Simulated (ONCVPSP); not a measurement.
# Pseudopotential generation for arsenic: ONCV, PBEsol

Task: generate the file, and judge it by its errors in other configurations, its logarithmic derivatives, its ghosts and its cutoff.

The numbers are computed with ONCVPSP 4.0.1 (PBEsol, scalar-relativistic, spin-unpolarised reference atom).

**1. Starting point**

Typed settings, in words:

* element: arsenic (As, Z = 33)
* type: optimised norm-conserving Vanderbilt (ONCV)
* frozen core: [Ne]
* valence charge: 23
* reference configuration: 3s2 3p6 3d10 4s2 4p1.5 (charge +1.5)
* partial waves: 3s+4s: rc 0.80 bohr, ncon 5, nbas 9, qcut 13.1 1/bohr, 2 projectors; 3p+4p: rc 0.95 bohr, ncon 5, nbas 8, qcut 14.5 1/bohr, 2 projectors; 3d: rc 1.15 bohr, ncon 3, nbas 8, qcut 15.4 1/bohr, 2 projectors, debl 3.4 Ha; f scattering state at 0.28 Ha: rc 1.15 bohr, ncon 4, nbas 8, qcut 9.4 1/bohr, 2 projectors, debl 3.7 Ha
* local potential: polynomial inside 0.50 bohr (lpopt 4, dvloc0 0 Ha)
* core correction: Teter function, fcfact 5.5, rcfact 1.3

**2. The generation run**

Input file As.dat:

```
# ATOM AND REFERENCE CONFIGURATION
# atsym  z   nc   nv     iexc    psfile
  As 33.00    3    5  -116133      upf
#
#   n    l    f
    1    0    2.00
    2    0    2.00
    2    1    6.00
    3    0    2.00
    3    1    6.00
    3    2   10.00
    4    0    2.00
    4    1    1.50
#
# PSEUDOPOTENTIAL AND OPTIMIZATION
# lmax
    3
#
#   l,   rc,      ep,       ncon, nbas, qcut
    0    0.80    0.00    5    9   13.10
    1    0.95    0.00    5    8   14.50
    2    1.15    0.00    3    8   15.40
    3    1.15    0.28    4    8    9.40
#
# LOCAL POTENTIAL
# lloc, lpopt,  rc(5),   dvloc0
    4    4    0.50    0.00
#
# VANDERBILT-KLEINMAN-BYLANDER PROJECTORs
# l, nproj, debl
    0    2    1.40
    1    2    0.50
    2    2    3.40
    3    2    3.70
#
# MODEL CORE CHARGE
# icmod, fcfact, rcfact
    3    5.50    1.30
#
# LOG DERIVATIVE ANALYSIS
# epsh1, epsh2, depsh
   -9.00    5.00    0.04
#
# OUTPUT GRID
# rlmax, drl
    6.00    0.01
#
# TEST CONFIGURATIONS
# ncnf
    4
# nvcnf
#   n    l    f
    5
    3    0    2.00
    3    1    6.00
    3    2   10.00
    4    0    2.00
    4    1    3.00
#
    5
    3    0    2.00
    3    1    6.00
    3    2   10.00
    4    0    2.00
    4    1    2.00
#
    5
    3    0    2.00
    3    1    6.00
    3    2   10.00
    4    0    2.00
    4    1    1.00
#
    5
    3    0    2.00
    3    1    6.00
    3    2   10.00
    4    0    1.00
    4    1    3.00
#
```

The run is started by

```
$ oncvpsp.x < As.dat > As.out
```

What does the calculation give? Wanted: cutoffs for 1 and 0.1 mHa per electron, occupied waves; bound ghosts; GHOST(+) flags; largest test error; largest phase difference near zero energy, channels read; rms error of d²Exc/dn², without and with the model core.

The runs gave:

```
                                                quantity                               value
  cutoffs for 1 and 0.1 mHa per electron, occupied waves                    88 Ha and 318 Ha
                                            bound ghosts                          none found
                                          GHOST(+) flags           s at 1005 eV, f at 313 eV
                            largest test error (AE − PS)  +1.4 meV, for 3s2 3p6 3d10 4s2 4p3
largest phase difference near zero energy, channels read                           0.000 rad
 rms error of d²Exc/dn², without and with the model core                   1.65 and 1.09 mHa
```

By total energies transferability is very good: the largest error is 1.4 meV on 17.0 eV, for 3s2 3p6 3d10 4s2 4p3. The potential is very hard: the looser tolerance needs 88 Ha. The tighter tolerance needs 318 Ha, and converged work needs a cutoff nearer that. The program's ghost test flags no bound state. Near zero energy the phases of the channels with partial waves agree within 0.001 rad. The program also flags highly localised states, GHOST(+) (s, f). All of this concerns the isolated atom, not yet a solid.
